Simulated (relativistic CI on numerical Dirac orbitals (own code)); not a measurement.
# Co⁴⁺: 3s photoemission with charge transfer

Wanted: the shape of the 3s photoemission spectrum of Co⁴⁺ in a cubic metal-ligand cluster, for 3 values of Veg.

The numbers are computed with relativistic CI on numerical Dirac orbitals (own code) version 3 (charge-transfer multiplet model of a cubic metal-ligand cluster with up to 3 ligand holes, Slater and spin-orbit integrals from Dirac-Coulomb-Breit ions, Slater integrals scaled by 0.8), except any that are marked as measured or tabulated.

### Step 1. The atom as given

```
ion                  : Co⁴⁺ (Co V)
nuclear charge       : 27
electrons            : 23
d electrons          : 5
ligand holes at most : 3
parameters           : in eV; Veg, Vt2g hoppings, tenDq and tenDqL metal and ligand splittings (negative tenDq: tetrahedral), red the scaling of hopping with a core hole
temperature          : 20 K
widths               : Lorentz 1.4 eV, Gauss 0.8 eV
```

### Step 2. Veg = 3.65 eV

The run's settings:

```ini
cluster ion=Co4+ d5 ligand_holes=3 slater_scale=0.8
Delta=1.3 Udd=6.7 Upd=7.9 tenDq=0.6 tenDqL=0.3 Veg=3.65 Vt2g=-1.66 red=1
spectrum xps 3s T=20 lorentz=1.4 gauss=0.8
```

On the command line:

```console
python run_levels.py task.json out
```

task.json lists these runs, among others, and the program works through them in turn.

Main fields of the result record, rounded, cut to the lines that bear on the results:

```text
{
  "status": "converged",
  "curve, one point in 7 above 2 % of the maximum [energy, intensity] [eV from the first main peak; 1/eV]": [
    [-3, 0.01166],
    [-2.3, 0.01915],
    [-1.6, 0.03699],
    [-0.9, 0.08667],
    [-0.2, 0.1681],
    [0.5, 0.1382],
    [1.2, 0.06133],
    [1.9, 0.03009],
    [2.6, 0.02062],
    [3.3, 0.0216],
    [4, 0.02661],
    [4.7, 0.02165],
    [5.4, 0.01369],
    [6.1, 0.01083],
    [6.8, 0.01156],
    [7.5, 0.01532],
    [8.2, 0.02452],
    [8.9, 0.04464],
    [9.6, 0.07093],
    [10.3, 0.08801],
    [11, 0.0736],
    [11.7, 0.04087],
    [12.4, 0.02787],
    [13.1, 0.02398],
    [13.8, 0.02096],
    [14.5, 0.01789],
    [15.2, 0.01418],
    [15.9, 0.0113],
    "... 16 more rows left out ..."
  ],
  "weights": [0.52409, 0.410878, 0.0626628, 0.0023692],
  "n_d": 5.54331,
  "n_eg": 2.3616,
  "ground_S": 2.49403,
  "ground_energy [eV]": -12.236,
  "cluster_levels [E_eV, degeneracy, S, weight_dn]": [
    [1.954e-14, 2, 2.494, 0.5241],
    [4.24e-05, 4, 2.494, 0.5241],
    [0.9983, 2, 1.085, 0.3272],
    [1.078, 4, 1.372, 0.3422],
    [1.124, 4, 1.493, 0.3492],
    [1.146, 2, 1.5, 0.35],
    [1.222, 2, 1.093, 0.3254],
    [1.268, 4, 0.7686, 0.3104],
    [1.64, 2, 1.499, 0.3204],
    [1.645, 4, 1.499, 0.3206],
    [1.666, 4, 1.483, 0.3219],
    [1.672, 2, 1.494, 0.3234],
    [2.642, 4, 0.7071, 0.3385],
    [2.698, 2, 0.8344, 0.3423],
    [2.785, 2, 1.477, 0.3786],
    [2.8, 3, 1.463, 0.3778],
    [2.829, 2, 1.294, 0.3654],
    [2.866, 3, 1.41, 0.3831],
    [2.925, 2, 0.5298, 0.3444],
    [3.103, 2, 0.567, 0.3366],
    [3.122, 3, 0.5333, 0.3369]
  ],
  "atomic [eV]": {"ground": {"F2dd": 10.866, "F4dd": 6.82366, "zeta_d": 0.0797045}, "final": {"F2dd": 11.6019, "F4dd": 7.31881, "zeta_d": 0.0896074, "zeta_core": 0.0, "G2cd": 11.2072}}
}
```

Run time: 4.7 s. Hardware: 1 thread of Neoverse-V2, shared host; peak memory 0.22 GiB.

### Step 3. Veg = 4.25 eV

The run's settings:

```ini
cluster ion=Co4+ d5 ligand_holes=3 slater_scale=0.8
Delta=1.3 Udd=6.7 Upd=7.9 tenDq=0.6 tenDqL=0.3 Veg=4.25 Vt2g=-1.93 red=1
spectrum xps 3s T=20 lorentz=1.4 gauss=0.8
```

Main fields:

```text
{
  "status": "converged",
  "curve, one point in 12 above 2 % of the maximum [energy, intensity] [eV from the first main peak; 1/eV]": [
    [-3.3, 0.01002],
    [-2.1, 0.02328],
    [-0.9, 0.0889],
    [0.3, 0.1679],
    [1.5, 0.04536],
    [2.7, 0.01888],
    [3.9, 0.02163],
    [5.1, 0.02511],
    [6.3, 0.01307],
    [7.5, 0.01415],
    [8.7, 0.02748],
    [9.9, 0.06283],
    [11.1, 0.08685],
    [12.3, 0.03642],
    [13.5, 0.01758],
    [14.7, 0.01627],
    [15.9, 0.01489],
    [17.1, 0.008561],
    [18.3, 0.00631],
    [19.5, 0.009507],
    [20.7, 0.01771],
    [21.9, 0.02785],
    [23.1, 0.01058],
    [24.3, 0.005784],
    [30, 0.003905],
    [31.2, 0.004046]
  ],
  "weights": [0.476957, 0.436713, 0.082353, 0.0039767],
  "n_d": 5.61335,
  "n_eg": 2.39443,
  "ground_S": 2.48646,
  "ground_energy [eV]": -13.5643,
  "cluster_levels [E_eV, degeneracy, S, weight_dn]": [
    [2.842e-14, 2, 2.485, 0.4768],
    [0.0002989, 4, 2.487, 0.4771],
    [0.3943, 2, 0.6387, 0.2829],
    [0.5306, 4, 0.6501, 0.2825],
    [0.7589, 4, 1.498, 0.3249],
    [0.7804, 4, 1.442, 0.3211],
    [0.7834, 2, 1.5, 0.3253],
    [0.787, 2, 1.448, 0.3215],
    [1.293, 2, 1.499, 0.3004],
    [1.297, 4, 1.499, 0.3005],
    [1.316, 4, 1.494, 0.3016],
    [1.326, 2, 1.497, 0.3025],
    [2.242, 4, 0.5339, 0.3054],
    [2.303, 2, 0.5299, 0.3044],
    [2.518, 2, 0.5144, 0.3156],
    [2.651, 2, 1.018, 0.3307],
    [2.683, 4, 1.119, 0.3353],
    [2.719, 2, 1.484, 0.3539],
    [2.75, 4, 1.04, 0.3286],
    [2.755, 2, 1.147, 0.333]
  ],
  "atomic [eV]": {"ground": {"F2dd": 10.866, "F4dd": 6.82366, "zeta_d": 0.0797045}, "final": {"F2dd": 11.6019, "F4dd": 7.31881, "zeta_d": 0.0896074, "zeta_core": 0.0, "G2cd": 11.2072}}
}
```

Wall time 5.5 s (1 thread of Neoverse-V2, shared host); peak memory 0.23 GiB.

### Step 4. Veg = 4.55 eV

The run's settings:

```ini
cluster ion=Co4+ d5 ligand_holes=3 slater_scale=0.8
Delta=1.3 Udd=6.7 Upd=7.9 tenDq=0.6 tenDqL=0.3 Veg=4.55 Vt2g=-2.07 red=1
spectrum xps 3s T=20 lorentz=1.4 gauss=0.8
```

Main fields:

```text
{
  "status": "converged",
  "curve, one point in 12 above 2 % of the maximum [energy, intensity] [eV from the first main peak; 1/eV]": [
    [-3.5, 0.009478],
    [-2.3, 0.02113],
    [-1.1, 0.07605],
    [0.1, 0.182],
    [1.3, 0.05572],
    [2.5, 0.02059],
    [3.7, 0.01971],
    [4.9, 0.02845],
    [6.1, 0.01737],
    [7.3, 0.01453],
    [8.5, 0.02514],
    [9.7, 0.05681],
    [10.9, 0.06377],
    [12.1, 0.05483],
    [13.3, 0.01914],
    [14.5, 0.01547],
    [15.7, 0.01417],
    [16.9, 0.01191],
    [18.1, 0.006766],
    [19.3, 0.006195],
    [20.5, 0.01012],
    [21.7, 0.02187],
    [22.9, 0.02015],
    [24.1, 0.006714],
    [25.3, 0.004204]
  ],
  "weights": [0.447044, 0.449882, 0.0974221, 0.00565248],
  "n_d": 5.66168,
  "n_eg": 2.3451,
  "ground_S": 2.4198,
  "ground_energy [eV]": -14.2634,
  "cluster_levels [E_eV, degeneracy, S, weight_dn]": [
    [2.487e-14, 2, 2.404, 0.4448],
    [0.003356, 4, 2.475, 0.4549],
    [0.07912, 2, 0.7647, 0.2805],
    [0.2119, 4, 0.577, 0.2692],
    [0.5868, 4, 1.512, 0.315],
    [0.6015, 4, 1.487, 0.3131],
    [0.6075, 2, 1.492, 0.3137],
    [0.6112, 2, 1.5, 0.314],
    [1.126, 2, 1.499, 0.2911],
    [1.13, 4, 1.499, 0.2912],
    [1.149, 4, 1.495, 0.2922],
    [1.159, 2, 1.497, 0.2929],
    [2.047, 4, 0.5198, 0.2937],
    [2.107, 2, 0.516, 0.2928],
    [2.324, 2, 0.5106, 0.3031],
    [2.491, 2, 0.6083, 0.3012],
    [2.522, 4, 0.5669, 0.2998],
    [2.685, 2, 1.491, 0.3433],
    [2.688, 3, 1.463, 0.3411],
    [2.692, 2, 1.445, 0.3395]
  ],
  "atomic [eV]": {"ground": {"F2dd": 10.866, "F4dd": 6.82366, "zeta_d": 0.0797045}, "final": {"F2dd": 11.6019, "F4dd": 7.31881, "zeta_d": 0.0896074, "zeta_core": 0.0, "G2cd": 11.2072}}
}
```

It took 4.9 s on 1 thread of Neoverse-V2, shared host; peak memory 0.23 GiB.

### Step 5. The spectra side by side

| run | d count | weight without ligand hole | ground S | up to four highest peaks (% of the highest), eV from the first main peak |
| --- | --- | --- | --- | --- |
| Veg = 3.65 eV | 5.54 | 0.52 | 2.49 | 0.0 (100), 4.1 (15), 10.4 (50), 20.2 (18) |
| Veg = 4.25 eV | 5.61 | 0.48 | 2.49 | 0.0 (100), 4.7 (15), 11.1 (48), 21.6 (16) |
| Veg = 4.55 eV | 5.66 | 0.45 | 2.42 | 0.0 (100), 4.8 (15), 10.2 (34), 11.4 (37) |

### Step 6. Summary of results

| quantity | value |
| --- | --- |
| d count | 5.54 to 5.66 |
| ground spin (effective S from ⟨S²⟩) | 2.42 to 2.49 |

**Reading.** From Veg = 3.65 eV to Veg = 4.55 eV the ground-state d count goes from 5.54 to 5.66. In the first run d5 holds 52 % of the ground state. The cluster parameters are drawn, not fitted to a compound. The exchange splitting of an s hole comes out too large without intra-shell correlation.
